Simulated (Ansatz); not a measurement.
The same calculation of CH5FO3Si, SMILES OC(O)(O)[SiH2]F as a Python script and as an input file (the Ansatz DFT code, driven from Python).

`run_energy.py`
```python
# -*- coding: utf-8 -*-
"""Single point of CH5FO3Si."""

from dataclasses import dataclass
import sys

import ansatz as az
from ase import Atoms
import numpy as np


@dataclass
class Options:
    basis: str = "6-31G*"
    functional: str = "hf"


settings = Options()


def main():
    atoms = Atoms(["O", "C", "O", "O", "Si", "F", "H", "H", "H", "H", "H"], positions=[
        (-1.4463, -0.6038, 0.356),
        (-0.1089, -0.3958, 0.1062),
        (0.1503, -1.3586, -0.9042),
        (0.568, -0.9266, 1.2695),
        (0.4529, 1.439, -0.3492),
        (-0.3845, 1.9518, -1.6184),
        (-1.7619, -0.9831, -0.4782),
        (0.8179, -1.9491, -0.4213),
        (-0.2858, -1.1056, 1.8655),
        (0.1676, 2.3726, 0.8264),
        (1.8962, 1.5021, -0.6316),
    ])
    mol = az.Crystal.molecule_from_ase(atoms)

    base = mol.calculation().basis(gaussian=settings.basis).functional(settings.functional).forces()
    try:
        summary = base.run(threads=1).report
    except az.AnsatzError as error:
        sys.exit(f"{type(error).__name__}: {error}")

    print("reference energy %16.6f eV" % summary["reference_energy_ev"])
    print("total energy     %16.6f eV" % summary["free_energy_ev"])
    print("occupied orbitals outside the frozen core (up, down):", summary["n_occupied"], " frozen:", summary["n_frozen"], " virtual:", summary["n_virtual"])

    symbols = [site.symbol for site in mol.cartesian_sites]
    forces = np.array(summary["forces_ev_ang"])
    print("largest force", round(float(np.linalg.norm(forces, axis=1).max()), 4), "eV/A, rms", round(float(np.sqrt((forces ** 2).mean())), 4))

    charges = summary["charge_distribution"]
    dipole = np.array(charges["dipole_moment_e_ang"]) * 4.803205
    print("dipole (D): {:.3f} {:.3f} {:.3f}, length {:.3f}".format(*dipole, np.linalg.norm(dipole)))
    print("atom  Mulliken   Lowdin")
    for symbol, m, l in zip(symbols, charges["mulliken_charges_e"], charges["lowdin_charges_e"]):
        print(f"{symbol:4s} {m:9.3f} {l:8.3f}")


if __name__ == "__main__":
    main()
```

```console
$ python run_energy.py
reference energy    -17788.897011 eV
total energy        -17788.897011 eV
occupied orbitals outside the frozen core (up, down): [29, 29]  frozen: 0  virtual: [75, 75]
largest force 4.6989 eV/A, rms 1.5166
dipole (D): 0.180 -0.927 0.952, length 1.340
atom  Mulliken   Lowdin
O       -0.772   -0.290
C        0.694   -0.144
O       -0.797   -0.333
O       -0.803   -0.347
Si       1.082    0.510
F       -0.502   -0.189
H        0.475    0.323
H        0.467    0.331
H        0.464    0.344
H       -0.162   -0.108
H       -0.147   -0.098
```

`input.yaml`:
```yaml
crystal:
  periodic: [false, false, false]
  atoms:
    - { symbol: O, position_ang: [-1.4463, -0.6038, 0.356] }
    - { symbol: C, position_ang: [-0.1089, -0.3958, 0.1062] }
    - { symbol: O, position_ang: [0.1503, -1.3586, -0.9042] }
    - { symbol: O, position_ang: [0.568, -0.9266, 1.2695] }
    - { symbol: Si, position_ang: [0.4529, 1.439, -0.3492] }
    - { symbol: F, position_ang: [-0.3845, 1.9518, -1.6184] }
    - { symbol: H, position_ang: [-1.7619, -0.9831, -0.4782] }
    - { symbol: H, position_ang: [0.8179, -1.9491, -0.4213] }
    - { symbol: H, position_ang: [-0.2858, -1.1056, 1.8655] }
    - { symbol: H, position_ang: [0.1676, 2.3726, 0.8264] }
    - { symbol: H, position_ang: [1.8962, 1.5021, -0.6316] }
basis:
  gaussian: { orbitals: "6-31G*" }
hamiltonian:
  xc: hf
output:
  forces: true
```

On the command line:
```console
$ ansatz run input.yaml --threads 1 --pin off --max-ram 4096MiB --backend cpu --events-out ev --progress --plain --runs-dir out
Engine: ansatz 0.2.0, aarch64-unknown-linux-gnu
Functional definition: HF
  exchange = exact_x
  correlation = 0
977 factors; integrals over basis functions are off by at most 1.3e-3 eV
mean field evaluation 1: about -17783.7664 eV, gradient 5.0e1 eV
mean field evaluation 2: about -17783.8348 eV, gradient 5.0e1 eV
mean field evaluation 4: about -17788.8423 eV, gradient 3.6e0 eV
mean field evaluation 8: about -17788.8967 eV, gradient 3.0e-1 eV
mean field -17788.89701149 eV, -653.7299074247 hartree, gradient 2.7e-5 eV, S^2 0.000000; 0 other end points of the search recorded, 0 dependent functions left out
the calculation of the forces begins
reference -17788.89701149 eV, -653.7299074247 hartree; 29, 29 occupied and 75, 75 virtual orbitals, 977 factors
Total energy: -17788.89701149 eV, -653.7299074247 hartree
Atom 0 at    -1.446300    -0.603800     0.356000 Å, force    -1.044146     0.977175    -0.973855 eV/Å
Atom 1 at    -0.108900    -0.395800     0.106200 Å, force     0.905432    -2.411368     0.275496 eV/Å
Atom 2 at     0.150300    -1.358600    -0.904200 Å, force     3.113021    -0.435224     1.530867 eV/Å
Atom 3 at     0.568000    -0.926600     1.269500 Å, force    -4.374602     1.105084     1.312052 eV/Å
Atom 4 at     0.452900     1.439000    -0.349200 Å, force    -0.455755     0.140927     1.086363 eV/Å
Atom 5 at    -0.384500     1.951800    -1.618400 Å, force     0.270445    -0.334480     0.387169 eV/Å
Atom 6 at    -1.761900    -0.983100    -0.478200 Å, force    -0.174820     0.280396     1.144426 eV/Å
Atom 7 at     0.817900    -1.949100    -0.421300 Å, force    -1.940221     1.288992    -1.880887 eV/Å
Atom 8 at    -0.285800    -1.105600     1.865500 Å, force     3.829384     0.372403    -1.885457 eV/Å
Atom 9 at     0.167600     2.372600     0.826400 Å, force     0.039058    -0.773187    -0.849470 eV/Å
Atom 10 at     1.896200     1.502100    -0.631600 Å, force    -0.167795    -0.210717    -0.146703 eV/Å
Dipole moment:     0.037382    -0.192922     0.198100 e Å
```

What to keep in mind:
- Total energies depend on the basis set; only differences at equal settings carry meaning.
- The geometry is a force-field or estimated start, not a minimum of this method, and the basis set is short of its limit.
- The Löwdin charges here are taken after orthogonalising the functions within each atom; they differ from plain Löwdin charges, and their signs can be unphysical.
- Wall time of the script: 2.1 s on 1 thread of Arm Neoverse V2, with other jobs on the host, peak memory 0.26 GiB.
